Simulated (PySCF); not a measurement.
# Br4H6N2Ti (trans-Ti(NH3)2Br4): the cost of one run

Computed with PySCF 2.14.0, with density-fitted response routines of our own, on a single molecule in the gas phase. Atoms count from 0, in the outputs and in this text.

### Step 1. The molecule as given

13 atoms, charge 0, multiplicity 1; geometry from: GFN2-xTB. The atoms were then displaced at random by about 0.03 Å, so the start is not that level's minimum.

Bonds of the start (Å): Ti0–N1 2.25, Ti0–N5 2.29, Ti0–Br9 2.39, Ti0–Br10 2.55, Ti0–Br11 2.54, Ti0–Br12 2.36, N1–H2 1.05, N1–H3 1.14, N1–H4 1.02, N5–H6 1.03, N5–H7 0.98, N5–H8 1.01.

### Step 2. Geometry optimisation at PBE0-D3(BJ)/def2-SVP

The job: settings as JSON, then the geometry in Å.

```
{"job": {"xc": "PBE0", "basis": "def2-SVP", "d3": "d3bj", "grid": 1, "maxiter": 40, "shake": 0.03, "kind": "geom"}, "charge": 0, "multiplicity": 1}
Ti     0.071750    -0.078650     0.012580
N     -0.023420    -0.028590     2.257670
H     -0.500040     0.838000     2.602130
H      1.040800    -0.076350     2.649870
H     -0.561500    -0.833790     2.582720
N     -0.011980     0.030800    -2.271910
H      0.519690     0.839750    -2.624870
H     -0.913380     0.048600    -2.652290
H      0.464900    -0.801100    -2.584610
Br     2.458910    -0.017570     0.005950
Br    -2.474350    -0.003310     0.063470
Br     0.038180     2.459450     0.028540
Br    -0.078930    -2.429330    -0.047040
```

Command:

```
$ OMP_NUM_THREADS=1 python probes_run.py task.json out
```

The driver reads the jobs from task.json and runs them one after another.

**Question.** How long does this first job take on 1 thread of Arm Neoverse V1, shared host, and how much memory does it need?

About 11 min, with a peak of 1.6 GiB.
